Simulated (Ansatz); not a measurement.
# ClFH5NSi (built from SMILES F.N[SiH2]Cl): search for a transition state

Wanted: the transition state of a four-centre ligand exchange (form Si1–F7, N2–H6 and break Si1–N2, H6–F7). The guess is relaxed with those distances held, a saddle search follows, and vibrations and two downhill relaxations check it.

Computed with Ansatz 0.2.0, Gaussian basis. Level: PBE0-D4, def2-SVP first, then def2-TZVP.

152 further runs of the same task are left out: 152 set aside as unsound or not needed.

### Step 1. Where the work starts

The guess: 9 atoms, charge 0, spin multiplicity 1.

Atoms are counted from 1 here; the program's logs count them from 0.

Bond lengths: Si1–N2 1.837 Å, Si1–H3 1.470 Å, Si1–H4 1.441 Å, Si1–Cl5 1.991 Å, N2–H6 1.191 Å, N2–H8 1.013 Å, N2–H9 1.012 Å. Angles: N2–Si1–H3 101.7°, N2–Si1–H4 110.5°, N2–Si1–Cl5 106.7°, H3–Si1–H4 109.7°, H3–Si1–Cl5 106.0°, H4–Si1–Cl5 120.6°, Si1–N2–H6 89.2°, Si1–N2–H8 115.9°, Si1–N2–H9 115.9°, H6–N2–H8 112.8°, H6–N2–H9 112.7°, H8–N2–H9 109.2°.

Coordinates:

```
Si   -0.7905   -0.4181   -0.2150
N     0.9903    0.0156   -0.0980
H    -0.7636   -1.5370   -1.1683
H    -1.2830   -0.8776    1.0594
Cl   -1.6843    1.0879   -1.1626
H     0.7326    0.7642    0.7919
F    -0.1958    1.2115    1.5099
H     1.3847    0.4853   -0.9044
H     1.6096   -0.7317    0.1870
```

Distances that are to change: Si1–F7 2.45 Å, N2–H6 1.19 Å, Si1–N2 1.84 Å, H6–F7 1.26 Å.

### Step 2. Constrained relaxation of the guess

Contents of hold/in.yaml:

```yaml
crystal:
  periodic: [false, false, false]
  atoms:
    - {symbol: Si, position_ang: [-0.790500, -0.418100, -0.215000]}
    - {symbol: N, position_ang: [0.990300, 0.015600, -0.098000]}
    - {symbol: H, position_ang: [-0.763600, -1.537000, -1.168300]}
    - {symbol: H, position_ang: [-1.283000, -0.877600, 1.059400]}
    - {symbol: Cl, position_ang: [-1.684300, 1.087900, -1.162600]}
    - {symbol: H, position_ang: [0.732600, 0.764200, 0.791900]}
    - {symbol: F, position_ang: [-0.195800, 1.211500, 1.509900]}
    - {symbol: H, position_ang: [1.384700, 0.485300, -0.904400]}
    - {symbol: H, position_ang: [1.609600, -0.731700, 0.187000]}
basis:
  gaussian: {orbitals: def2-SVP}
hamiltonian: {xc: pbe0, dispersion: d4}
relax: {f_tol: 0.04, max_steps: 150, escape_saddle: false, constraints: [{distance: [0, 6]}, {distance: [1, 5]}, {distance: [0, 1]}, {distance: [5, 6]}]}
```

Run with:

```sh
$ ansatz run in.yaml --threads 4 --pin off --events-out ev --progress --plain --max-ram 9574MiB
```

Further steps of the session: Force constants to start from; Saddle search in the small basis; Saddle search in triple zeta; Checking the order of the point; Relaxing after a step of 0.30 Å one way along the mode; Relaxing after a step of 0.30 Å the other way along the mode.

Before running it: what results should come out? Wanted: imaginary mode; barrier from the start side; barrier from the end side; energy of the step; pairs that change; zero-point energy at the saddle.

As calculated:

| quantity | value |
| --- | --- |
| imaginary mode | 714i cm⁻¹ |
| barrier from the start side | 70.0 kJ/mol |
| barrier from the end side | 144.1 kJ/mol |
| energy of the step | -74.1 kJ/mol |
| pairs that change | Si1–F7 formed, N2–H6 formed, Si1–N2 broken, H6–F7 broken |
| zero-point energy at the saddle | 1.535 eV |

What this shows: One imaginary mode, 714i cm⁻¹, makes this a first-order saddle. It joins the planned start and end. At PBE0-D4/def2-TZVP the electronic barrier is 70.0 kJ/mol, about 28 kT at 298 K, and the step runs 74.1 kJ/mol downhill. A step off the saddle overshot and began above it in energy, so the link to its end is likely but not proven.
